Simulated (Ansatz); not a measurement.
# Cd3TeSe2: the cost of one run

Method: DFT PBE, scalar-relativistic, plane waves, PAW, unless a step names another level, in Ansatz 0.2.0.

## 1. The system as given

The structure is trigonal, space group P3m1 (No. 156). The conventional cell has a = 4.482 Å, b = 4.482 Å, c = 10.980 Å, α = 90.00°, β = 90.00°, γ = 120.00°. Cd (site symmetry 3m) is surrounded by 4 Se at 2.69 to 2.72 Å. Cd (site symmetry 3m) has 3 Se at 2.72 Å and 1 Te at 2.86 Å as nearest neighbours. Around Cd (site symmetry 3m) lie 1 Se at 2.68 Å and 3 Te at 2.81 Å. Te (site symmetry 3m) is surrounded by 4 Cd at 2.81 to 2.86 Å. Around Se (site symmetry 3m) lie 4 Cd at 2.69 to 2.72 Å. Se (site symmetry 3m) has 4 Cd at 2.68 to 2.72 Å as nearest neighbours.

Coordinates:

```cif
data_structure
_symmetry_space_group_name_H-M 'P 1'
_symmetry_Int_Tables_number 1
_cell_length_a 4.4816
_cell_length_b 4.4816
_cell_length_c 10.9801
_cell_angle_alpha 90.000
_cell_angle_beta 90.000
_cell_angle_gamma 120.000
_cell_volume 190.98
loop_
_atom_site_label
_atom_site_type_symbol
_atom_site_fract_x
_atom_site_fract_y
_atom_site_fract_z
_atom_site_occupancy
Cd1 Cd 0.00000 0.00000 0.00035 1
Cd2 Cd 0.33333 0.66667 0.67972 1
Cd3 Cd 0.66667 0.33333 0.31931 1
Te1 Te 0.33333 0.66667 0.41934 1
Se1 Se 0.00000 0.00000 0.75560 1
Se2 Se 0.66667 0.33333 0.07568 1
```

The cell was relaxed beforehand at this level, from a generated guess; it is a trial structure. At a tolerance of 0.02 Å it has space group P3m1 (No. 156); it has 31.83 Å³/atom, an uncorrected energy of -0.56 eV/atom over the elements.

## 2. Bands, states and charges

Contents of input.yaml:

```yaml
crystal:
  lattice:
    - [4.4815560202, 0.0, 0.0]
    - [-2.2407780101, 3.881141362, 0.0]
    - [0.0, 0.0, 10.9800545086]
  atoms:
    - { symbol: Cd, position: [0.0, 0.0, 0.0003493588] }
    - { symbol: Cd, position: [0.3333333333, 0.6666666667, 0.6797227678] }
    - { symbol: Cd, position: [0.6666666667, 0.3333333333, 0.3193071074] }
    - { symbol: Te, position: [0.3333333333, 0.6666666667, 0.419339886] }
    - { symbol: Se, position: [0.0, 0.0, 0.75560062] }
    - { symbol: Se, position: [0.6666666667, 0.3333333333, 0.0756802601] }
basis:
  ecutwfc: 420
kpoints:
  mp_grid: { grid: [12, 12, 4] }
  band_path:
    path:
      - [[0.0, 0.0, 0.0], [0.5, 0.0, 0.0], [0.33333333, 0.33333333, 0.0], [0.0, 0.0, 0.0], [0.0, 0.0, 0.5], [0.5, 0.0, 0.5], [0.33333333, 0.33333333, 0.5], [0.0, 0.0, 0.5]]
      - [[0.5, 0.0, 0.5], [0.5, 0.0, 0.0]]
      - [[0.33333333, 0.33333333, 0.5], [0.33333333, 0.33333333, 0.0]]
    npoints: 14
hamiltonian:
  xc: pbe
scf:
  occupations: { method: gaussian, width: 0.01 }
  n_extra_bands: 15
output:
  forces: true
  stress: true
  eigenvalues: true
  populations: true
  dos: { projected: true, de: 0.02, nscf_kmesh: { grid: [15, 15, 5] } }
  bader: true
  write_density: true
  write_potential: true
  elf: true
  volumetric_format: npy
```

The run is started by

```console
$ ansatz run input.yaml --threads 1 --pin off --max-ram 2560MiB --backend cpu --events-out ev --progress --plain --runs-dir out
```

Q: Estimate wall time and peak memory on 1 thread of AMD EPYC 7R43 (Zen 3), shared host.

About 5.5 min, with a peak of 1.3 GiB.
